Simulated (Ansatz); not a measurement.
Write a Python script for Ansatz's Python interface that makes an atomisation energy of C2H8AsN, SMILES CN[AsH]C. Settings (for the species named): PBE0, def2-SVPD basis, multiplicity 1.

```csv
atom,x (Å),y (Å),z (Å)
C,-0.4201,1.9306,0.2336
N,-0.5905,0.5230,0.3186
As,0.5258,-0.2588,-1.0050
C,0.1790,-2.0829,-0.4313
H,-1.1156,2.4440,0.9693
H,0.5818,2.3122,0.3938
H,-0.7767,2.3196,-0.7766
H,-0.1937,0.2588,1.2550
H,1.8147,-0.1884,-0.0121
H,0.7881,-2.8092,-0.9070
H,-0.9529,-2.3191,-0.6929
H,0.2370,-2.1848,0.6885
```

`tae_c2h8asn.py`:
```python
from collections import Counter

import ansatz as az


def total_energy(molecule, charge=0, unpaired=0):
    calc = (
        molecule.calculation()
        .basis(gaussian='def2-SVPD')
        .functional('pbe0')
    )
    if charge:
        calc = calc.charge(charge)
    if unpaired:
        calc = calc.spin('collinear', total=unpaired)
    return calc.run(threads=1).report['free_energy_ev']

geometry_ang = [
    ('C', [-0.4201, 1.9306, 0.2336]),
    ('N', [-0.5905, 0.523, 0.3186]),
    ('As', [0.5258, -0.2588, -1.005]),
    ('C', [0.179, -2.0829, -0.4313]),
    ('H', [-1.1156, 2.444, 0.9693]),
    ('H', [0.5818, 2.3122, 0.3938]),
    ('H', [-0.7767, 2.3196, -0.7766]),
    ('H', [-0.1937, 0.2588, 1.255]),
    ('H', [1.8147, -0.1884, -0.0121]),
    ('H', [0.7881, -2.8092, -0.907]),
    ('H', [-0.9529, -2.3191, -0.6929]),
    ('H', [0.237, -2.1848, 0.6885]),
]
mol = az.Crystal.molecule()
for symbol, xyz in geometry_ang:
    mol = mol.atom(symbol, xyz)

unpaired = {'C': 2, 'N': 3, 'As': 3, 'H': 1}
counts = Counter(site.symbol for site in mol.cartesian_sites)
atom_energy = {s: total_energy(az.Crystal.molecule().atom(s, (0, 0, 0)), 0, unpaired[s]) for s in counts}
whole = total_energy(mol, 0, 0)
for s, e in atom_energy.items():
    print(f'{s:2s} x{counts[s]}  {e:14.5f} eV')
print(f'C2H8AsN: {whole:.5f} eV')
split = sum(counts[s] * e for s, e in atom_energy.items()) - whole
print(f'atomisation energy (no zero-point term): {split:.3f} eV, {split / sum(counts.values()):.3f} eV an atom')
```

```console
$ python tae_c2h8asn.py
C  x2     -1027.54175 eV
N  x1     -1482.47340 eV
As x1    -60824.65205 eV
H  x8       -13.61361 eV
C2H8AsN: -64513.32613 eV
atomisation energy (no zero-point term): 42.208 eV, 3.517 eV an atom
```

42.208 eV from the electronic energies, without the zero-point term.

Notes:
- Total energies depend on the basis set; only differences at equal settings carry meaning.
- The geometry is a force-field or estimated start, not a minimum of this method, and the basis set is short of its limit. All parts are taken at fixed geometry, without zero-point energy.
- Timing: 7.7 s on 1 thread of Arm Neoverse V1, on a shared host, peak memory 0.39 GiB.
